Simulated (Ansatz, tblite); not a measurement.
**The cluster As5P4−: a ladder of methods and basis sets**

One table from this session's results is given with a row withheld; the runs are named, their logs left out.

Computed with Ansatz 0.2.0, Gaussian basis. Level: as each input shows.

The runs, in order: GFN1-xTB, GFN2-xTB, PBE-D4/def2-TZVPD, r2SCAN-D4/def2-TZVPD, r2SCANh-D4/def2-TZVPD, B3LYP-D4/def2-TZVPD, PBE-D4/def2-SVPD, PBE0-D4/def2-SVPD, MP2/def2-SVPD.

10 further runs of the same task are left out: 2 that didn't finish, 8 set aside as unsound or not needed. Runs told in other sessions of the task aren't counted.

## The geometry

The geometry is that of the singlet, from an earlier relaxation (PBE-D4/def2-SVP). At that level it is the lowest of the isomers that a small search found.

9 atoms, charge -1, spin multiplicity 1.

Bond lengths: P1–P2 2.244 Å, P1–P3 2.286 Å, P1–P4 2.283 Å, P2–P4 2.231 Å, P2–As6 2.425 Å, P3–As5 2.355 Å, P3–As8 2.389 Å, P4–As5 2.418 Å, As5–As9 2.499 Å, As6–As8 2.455 Å, As6–As9 2.450 Å, As7–As8 2.461 Å, As7–As9 2.464 Å. Angles: P2–P1–P3 106.1°, P2–P1–P4 59.0°, P3–P1–P4 92.4°, P1–P2–P4 61.4°, P1–P2–As6 105.9°, P4–P2–As6 108.0°, P1–P3–As5 90.8°, P1–P3–As8 101.1°, As5–P3–As8 104.7°, P1–P4–P2 59.6°, P1–P4–As5 89.3°, P2–P4–As5 105.4°, P3–As5–P4 87.4°, P3–As5–As9 101.1°, P4–As5–As9 99.4°, P2–As6–As8 102.3°, P2–As6–As9 103.9°, As8–As6–As9 89.3° and more.

The ion is computed in the gas phase, without counter-ions or solvent.

PBE0-D4/def2-TZVPD was run before; its log isn't repeated, and its numbers join the tables.

The first run:

Tight binding, by tblite at 300 K electronic temperature and without a spin-polarisation term:

```python
tblite.interface.Calculator('GFN1-xTB', numbers, positions, charge=-1, uhf=0).singlepoint()
```

Tight binding, by tblite at 300 K electronic temperature and without a spin-polarisation term:

```python
tblite.interface.Calculator('GFN2-xTB', numbers, positions, charge=-1, uhf=0).singlepoint()
```

start.molden holds the orbitals of an earlier run on this state, given as this run's starting guess.

Contents of in.yaml:

```yaml
crystal:
  periodic: [false, false, false]
  atoms:
    - {symbol: P, position_ang: [1.376099, 2.006142, -0.436912]}
    - {symbol: P, position_ang: [2.297888, 0.148016, 0.418460]}
    - {symbol: P, position_ang: [-0.782936, 1.462254, -0.954904]}
    - {symbol: P, position_ang: [1.088971, 1.457455, 1.760643]}
    - {symbol: As, position_ang: [-1.217586, 0.904655, 1.291365]}
    - {symbol: As, position_ang: [0.887482, -1.687474, -0.304760]}
    - {symbol: As, position_ang: [-2.139417, -2.066803, -0.934417]}
    - {symbol: As, position_ang: [-0.478208, -0.637512, -2.053210]}
    - {symbol: As, position_ang: [-1.032313, -1.586744, 1.213735]}
basis:
  gaussian: {orbitals: def2-TZVPD, initial_orbitals: start.molden}
total_charge: -1
hamiltonian: {xc: pbe, dispersion: d4}
scf: {omitted_lower_state_checks: [starts]}
output: {forces: true, orbitals: {seedname: orbitals}}
```

Command:

```bash
ansatz run in.yaml --threads 4 --pin off --events-out ev --progress --plain --max-ram 6963MiB
```

Steps of the session up to this table: PBE-D4/def2-TZVPD; r2SCAN-D4/def2-TZVPD; r2SCANh-D4/def2-TZVPD; B3LYP-D4/def2-TZVPD; PBE-D4/def2-SVPD; PBE0-D4/def2-SVPD; MP2/def2-SVPD.

One of the session's tables, all rows but one given; the rest of the session is left out.

```
                level  HOMO (eV)  LUMO (eV)  gap (eV)
     PBE-D4/def2-SVPD      -0.65       0.81      1.46
    PBE-D4/def2-TZVPD      -0.74       0.71      1.45
 r2SCAN-D4/def2-TZVPD      -0.90       0.76      1.65
r2SCANh-D4/def2-TZVPD      -1.18       1.00      2.18
  B3LYP-D4/def2-TZVPD      -1.29       1.26      2.55
    PBE0-D4/def2-SVPD      -1.43       1.45      2.88
   PBE0-D4/def2-TZVPD          ?          ?         ?
```

Q: Estimate the row for PBE0-D4/def2-TZVPD from the others.

As computed: HOMO (eV): -1.51; LUMO (eV): 1.36; gap (eV): 2.87. In the column «HOMO (eV)» it is the lowest.
